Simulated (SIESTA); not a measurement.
**Cu3O2 under changes of volume**

One of the cells (12.268 Å³/atom); the others are scaled copies at fixed shape and fractional positions:

```
CELL_PARAMETERS angstrom
-2.03638 2.03638 3.69795
2.03638 -2.03638 3.69795
2.03638 2.03638 -3.69795
ATOMIC_POSITIONS crystal
Cu 0.00000 0.00000 0.00000
Cu 0.75000 0.25000 0.50000
Cu 0.25000 0.75000 0.50000
O 0.50000 0.00000 0.50000
O 0.00000 0.50000 0.50000
```

The cell comes from a database or a generator and needn't be the stable form of this composition.

```yaml
Program: SIESTA 5.4.2
Functional: PBEsol
Potentials_or_basis: PseudoDojo 0.4 standard (PBEsol files)
Basis: DZP (energy shift 0.003 Ry; two zetas on semicore shells)
Grid_cutoff: 800 Ry
Energy_shift: 0.003 Ry
k_mesh: 9 × 9 × 9
Occupations: fermi-dirac, width 0.05 eV
Spin: no spin polarisation
```

| volume (Å³/atom) | energy over the lowest point (meV/atom) | pressure (GPa) |
| --- | --- | --- |
| 11.306 | ? | ? |
| 11.546 | 0.00 | 0.5 |
| 11.787 | 1.49 | -2.3 |
| 12.268 | 16.06 | -7.3 |
| 12.508 | 29.10 | -9.4 |
| 12.749 | 44.62 | -11.1 |

Question: What does the run at 11.306 Å³/atom give?

Answer: Energy over the lowest point 3.00 meV/atom; pressure 3.9 GPa.

Worked out: A Birch-Murnaghan fit of order 3 (a polynomial in V^(-2/3)) to the other rows has its minimum at 11.59 Å³/atom with B0 = V·E''(V) = 145 GPa and B' = 4.0 at fixed shape and positions, which overstates the stiffness. It gives 3.27 meV/atom at 11.306 Å³/atom, against the run's 3.00, and -dE/dV = 3.8 GPa, against 3.9.

Energies are extrapolated to zero smearing.

Caveats: short orbitals over semicore shells can move pressures by several GPa; the basis of atomic orbitals isn't converged, which shifts pressures, moduli and gaps; an odd number of electrons without spin polarisation forces a metal; a magnetic or distorted state may lie lower; the run has no spin polarisation, though such a crystal can be magnetic.
